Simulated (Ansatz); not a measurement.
## SrBe in Ansatz: convergence with k mesh

The system is SrBe.

```xyz
2
Lattice="3.0338 0.0000 0.0000 -1.5169 2.6274 0.0000 0.0000 0.0000 4.6998" Properties=species:S:1:pos:R:3 pbc="T T T"
Sr    1.5169    0.8758    0.0000
Be    0.0000    0.0000    2.3499
```

The cell was built by a generator and needn't be a form met in nature.

- Program: Ansatz 0.2.0
- Task: convergence study
- Functional: PBEsol
- Potentials or basis: Ansatz PAW
- Cutoff: 420 eV (not typed: the program's choice for these potentials)
- k mesh: 3 × 3 × 2
- Occupations: gaussian, width 0.05 eV
- Spin: spin-orbit coupling, no magnetisation

These are the settings of the first run; the series varies k mesh, with any setting tied to it.

Hardware: 2 threads of Arm Neoverse V2, with other jobs on the host.

```tsv
k mesh	energy less the tightest run, at zero smearing (meV/atom)	pressure (GPa)	SCF cycles	CPU time (s)	peak memory (GiB)
3 × 3 × 2	90.95	11.33	10	1.5	0.3
4 × 4 × 2	-10.78	13.40	7	1.6	0.3
5 × 5 × 3	-19.10	13.93	7	1.8	0.31
6 × 6 × 3	5.10	13.57	8	2.5	0.32
7 × 7 × 4	9.89	14.13	8	3.5	0.34
9 × 9 × 5	-1.22	14.04	8	5.6	0.37
11 × 11 × 7	-0.61	14.39	7	8.5	0.4
14 × 14 × 8	1.01	14.02	7	15	0.47
16 × 16 × 9	0.00	13.87	7	19	0.51
```

Not settled before the last step: the energy (to 1 meV/atom), the pressure (to 0.1 GPa). Meshes of other sizes hit other points, so gaps and Fermi surfaces needn't settle smoothly. The tightest run that finished is the yardstick and may itself not be fully converged.

Caveat, for the tightest run too: the PAW data sets come from PBE, with cores solved anew for the run's functional, which leaves a small shift of forces and pressure.
